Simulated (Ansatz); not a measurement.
# KRb2GaF6: the cost of one run

Method: DFT PBEsol, scalar-relativistic, plane waves, PAW, in Ansatz 0.2.0.

## Step 1: The system as given

Symmetry: Fm-3m, No. 225, cubic system. Conventional cell: a = 8.757 Å, b = 8.757 Å, c = 8.757 Å, α = 90.00°, β = 90.00°, γ = 90.00°. K (site symmetry m-3m) has 6 F at 2.48 Å in its first shell of neighbours. Rb (site symmetry -43m) is surrounded by 12 F at 3.11 Å. Ga (site symmetry m-3m) has 6 F at 1.90 Å in its first shell of neighbours. F (site symmetry 4mm) has 1 Ga at 1.90 Å and 1 K at 2.48 Å in its first shell of neighbours.

As a file:

```cif
data_structure
_symmetry_space_group_name_H-M 'Fm-3m'
_symmetry_Int_Tables_number 225
_cell_length_a 8.7571
_cell_length_b 8.7571
_cell_length_c 8.7571
_cell_angle_alpha 90.000
_cell_angle_beta 90.000
_cell_angle_gamma 90.000
_cell_volume 671.55
loop_
_atom_site_label
_atom_site_type_symbol
_atom_site_symmetry_multiplicity
_atom_site_Wyckoff_symbol
_atom_site_fract_x
_atom_site_fract_y
_atom_site_fract_z
_atom_site_occupancy
K1 K 4 b 0.50000 0.00000 0.00000 1
Rb1 Rb 8 c 0.25000 0.25000 0.75000 1
Ga1 Ga 4 a 0.00000 0.00000 0.00000 1
F1 F 24 e 0.50000 0.28344 0.00000 1
```

(A quick probe on a coarse mesh, which set the mesh and smearing, is not shown.)

## Step 3: The relaxation

input.yaml reads:

```yaml
crystal:
  lattice:
    - [0.0, 4.3785476729, 4.3785476729]
    - [4.3785476729, 0.0, 4.3785476729]
    - [4.3785476729, 4.3785476729, 0.0]
  atoms:
    - { symbol: K, position: [0.5, 0.5, 0.5] }
    - { symbol: Rb, position: [0.75, 0.75, 0.75] }
    - { symbol: Rb, position: [0.25, 0.25, 0.25] }
    - { symbol: Ga, position: [0.0, 0.0, 0.0] }
    - { symbol: F, position: [0.78344095, 0.21655905, 0.78344095] }
    - { symbol: F, position: [0.21655905, 0.21655905, 0.78344095] }
    - { symbol: F, position: [0.78344095, 0.78344095, 0.21655905] }
    - { symbol: F, position: [0.78344095, 0.21655905, 0.21655905] }
    - { symbol: F, position: [0.21655905, 0.78344095, 0.21655905] }
    - { symbol: F, position: [0.21655905, 0.78344095, 0.78344095] }
basis:
  ecutwfc: 420
kpoints:
  mp_grid: { grid: [6, 6, 6] }
hamiltonian:
  xc: pbesol
scf:
  occupations: { method: gaussian, width: 0.02 }
output:
  forces: true
  stress: true
  eigenvalues: true
relax:
  adjacent_minimum: "off"
  f_tol: 0.01
  max_steps: 80
  cell: { stress_tol: 0.05 }
```

Run with:

```
ansatz run input.yaml --threads 1 --pin off --max-ram 2560MiB --backend cpu --events-out ev --progress --plain --runs-dir out
```

What time and memory should one allow on 1 thread of AMD EPYC 7R43 (Zen 3), shared host?

About 46 s, with a peak of 0.55 GiB.
